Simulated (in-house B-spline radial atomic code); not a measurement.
# W³⁺: ionisation energy by several methods

One table from this session's results is given with a row withheld; the runs are named, their logs left out.

Program: in-house B-spline radial atomic code version 1. Level of theory: scalar-relativistic (X2C), several functionals, spin-polarised, exact exchange averaged over the configuration; spherical all-electron atom at the radial basis limit. These are calculated values, not measurements, unless marked.

## The atom as given

* element: tungsten (Z = 74)
* charge: +3
* electrons: 71
* configuration: [Xe] 4f14 5d3
* nucleus: Fermi, rms radius 5.366 fm

Outer shells as boxes (Hund's rule):

[Xe] 4f14 5d3
```
[Xe] core
4f [↑↓][↑↓][↑↓][↑↓][↑↓][↑↓][↑↓]
5d [↑ ][↑ ][↑ ][  ][  ]
```

Where spins are not typed, each open shell is filled with up spins first.

Set-up of the first run:

The run's settings:

```ini
Z = 74
electrons = 71.0
configuration = [Xe] 4f14 5d3
hamiltonian = x2c
method = lc_wpbe
spin_polarised = True
nucleus = fermi
rms_radius = 5.3658
mass_number = 184
atomic_mass = 183.95093318
speed_of_light = 137.035999084
exact_exchange = averaged over the configuration
```

Started as:

```sh
> python run_scf.py task.json out
```

task.json lists these runs, among others, and the program works through them in turn.

Among the steps run: LC-ωPBE, a range-separated hybrid; M06-2X, a global hybrid; TPSSh, a global hybrid; r2SCAN0, a global hybrid; ωB97X, a range-separated hybrid.

One table of the session follows, with a row left open; its other results are not shown here.

```
 method  ΔSCF (eV)
 M06-2X     37.854
  TPSSh          ?
r2SCAN0     38.107
LC-ωPBE     37.966
  ωB97X     37.572
```

Q: Estimate the row for TPSSh from the others.

The run gave: ΔSCF (eV): 37.976. In the column «ΔSCF (eV)» it lies between LC-ωPBE (37.966) and r2SCAN0 (38.107).
